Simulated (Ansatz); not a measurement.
RuAu:

```
CELL_PARAMETERS angstrom
3.16481 0.00000 0.00000
0.00000 3.16481 0.00000
0.00000 0.00000 3.16481
ATOMIC_POSITIONS crystal
Ru 0.00000 0.00000 0.00000
Au 0.50000 0.50000 0.50000
```

The cell was built by a generator and needn't be a form met in nature.

* Program: Ansatz 0.2.0
* Task: relaxation of cell and atoms
* Functional: PBEsol
* Potentials or basis: Ansatz PAW
* Cutoff: 420 eV (not typed: the program's choice for these potentials)
* k mesh: 8 × 8 × 8
* Occupations: fermi-dirac, width 0.05 eV
* Spin: no spin polarisation

At the start: volume 15.85 Å³/atom.

Q: How do energy, volume and symmetry change on relaxing?

A: It ends after 4 steps and the volume is 15.22 Å³/atom (-4.0 %); space group Pm-3m (No. 221, to 0.05 Å).

The path:
```csv
step,energy change (eV),largest force (eV/Å),volume (Å³)
1,0.0000,0.0000,31.70
2,-0.0360,0.0000,30.61
3,-0.0368,0.0000,30.43
4,-0.0365,0.0000,30.43
```

Final structure:
```
Ru Au
1.0
     3.12208    0.00000    0.00000
     0.00000    3.12208    0.00000
     0.00000    0.00000    3.12208
Ru Au
1 1
Direct
  0.00000 0.00000 0.00000
  0.50000 0.50000 0.50000
```

Caveat: the plane-wave basis is chosen anew once the cell has moved, so the energies of steps on either side of that aren't comparable; the PAW data sets come from PBE, with cores solved anew for the run's functional, which leaves a small shift of forces and pressure.
